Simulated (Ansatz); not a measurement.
# K2F: the cost of one run

Method: DFT PBE, scalar-relativistic, plane waves, PAW, in Ansatz 0.2.0.

2 further runs of the same task are left out: 2 that didn't finish.

### 1 Starting point

The structure is cubic, space group Fd-3m (No. 227). The conventional cell has a = 8.731 Å, b = 8.731 Å, c = 8.731 Å, α = 90.00°, β = 90.00°, γ = 90.00°. K (site symmetry -3m) has 6 K at 3.09 Å and 6 F at 3.62 Å as nearest neighbours. F (site symmetry -43m) is surrounded by 12 K at 3.62 Å.

Coordinates:

```cif
data_structure
_symmetry_space_group_name_H-M 'P 1'
_symmetry_Int_Tables_number 1
_cell_length_a 6.1735
_cell_length_b 6.1735
_cell_length_c 6.1735
_cell_angle_alpha 60.000
_cell_angle_beta 60.000
_cell_angle_gamma 60.000
_cell_volume 166.37
loop_
_atom_site_label
_atom_site_type_symbol
_atom_site_fract_x
_atom_site_fract_y
_atom_site_fract_z
_atom_site_occupancy
K1 K 0.62500 0.62500 0.62500 1
K2 K 0.12500 0.62500 0.62500 1
K3 K 0.62500 0.12500 0.62500 1
K4 K 0.62500 0.62500 0.12500 1
F1 F 0.00000 0.00000 0.00000 1
F2 F 0.25000 0.25000 0.25000 1
```

The cell is invented: species swapped into a database cell of TmCo2 (Fd-3m, No. 227), with F on the Tm sites and K on the Co sites. Its size is a rough estimate.

### 2 A first look at the guess

File input.yaml:

```yaml
crystal:
  lattice:
    - [0.0, 4.36534287, 4.36534287]
    - [4.36534287, 0.0, 4.36534287]
    - [4.36534287, 4.36534287, 0.0]
  atoms:
    - { symbol: K, position: [0.625, 0.625, 0.625] }
    - { symbol: K, position: [0.125, 0.625, 0.625] }
    - { symbol: K, position: [0.625, 0.125, 0.625] }
    - { symbol: K, position: [0.625, 0.625, 0.125] }
    - { symbol: F, position: [0.0, 0.0, 0.0] }
    - { symbol: F, position: [0.25, 0.25, 0.25] }
basis:
  ecutwfc: 420
kpoints:
  mp_grid: { grid: [4, 4, 4] }
hamiltonian:
  xc: pbe
scf:
  occupations: { method: gaussian, width: 0.1 }
  lower_state_search: "off"
output:
  forces: true
  stress: true
  eigenvalues: true
```

Started as:

```console
> ansatz run input.yaml --threads 1 --pin off --max-ram 2048MiB --backend cpu --events-out ev --progress --plain --runs-dir out
```

**Question.** How long does this run take on 1 thread of Arm Neoverse V1, shared host, and how much memory does it need?

About 3.4 s, with a peak of 0.38 GiB.
